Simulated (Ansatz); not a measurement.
# CH3Zr: the cost of one run

Method: def2-SVP, all electrons in the functionals, frozen cores in the correlation of double hybrids and RPA; program: Ansatz 0.2.0, Gaussian basis.

Plan: wB97M-V, B2PLYP, RPA-PBE, at charge 0, doublet; charge 0, quartet; charge 1, singlet; charge 1, triplet; displaced geometry v1; displaced geometry v2 (not every functional at every point).

14 further runs of the same task are left out: 5 that didn't finish, 9 set aside as unsound or not needed.

## (1) The geometry

The geometry is a PBE0/def2-TZVP stationary point (not a proven minimum). No spin-orbit coupling is included. Elements past krypton take def2 core potentials.

5 atoms, charge 0, spin multiplicity 2.

Atoms are counted from 1 here; the program's logs count them from 0.

Bond lengths: Zr1–C2 2.159 Å, C2–H3 1.100 Å, C2–H4 1.098 Å, C2–H5 1.098 Å. Angles: Zr1–C2–H3 106.5°, Zr1–C2–H4 111.6°, Zr1–C2–H5 111.6°, H3–C2–H4 109.0°, H3–C2–H5 109.0°, H4–C2–H5 109.0°.

No dispersion term is added; wB97M-V holds VV10 nonlocal correlation.

The geometry shown and the zero of energy belong to the point charge 0, doublet. The yardstick, UCCSD(T), and other wave-function levels (R restricted, U unrestricted, valence and pair active spaces) come from earlier runs.

## (2) wB97M-V, charge 0, doublet

Input file in.yaml:

```yaml
crystal:
  periodic: [false, false, false]
  atoms:
    - {symbol: Zr, position_ang: [0.000000, 0.000213, 0.316076]}
    - {symbol: C, position_ang: [0.000000, 0.003183, -1.842652]}
    - {symbol: H, position_ang: [-0.000116, -1.051188, -2.157485]}
    - {symbol: H, position_ang: [0.893681, 0.496882, -2.245935]}
    - {symbol: H, position_ang: [-0.893571, 0.497079, -2.245935]}
basis:
  gaussian: {orbitals: def2-SVP}
magnetization: {spin_polarized: true, initial_magnetization: 1}
hamiltonian: {xc: {name: wB97M-V}}
output: {orbitals: {seedname: orbitals}}
```

Launch:

```sh
$ ansatz run in.yaml --threads 1 --pin off --events-out ev --progress --plain --max-ram 2393MiB
```

What time and memory should one allow on 1 thread of Arm Neoverse V2, shared host?

About 59 s, with a peak of 0.32 GiB.
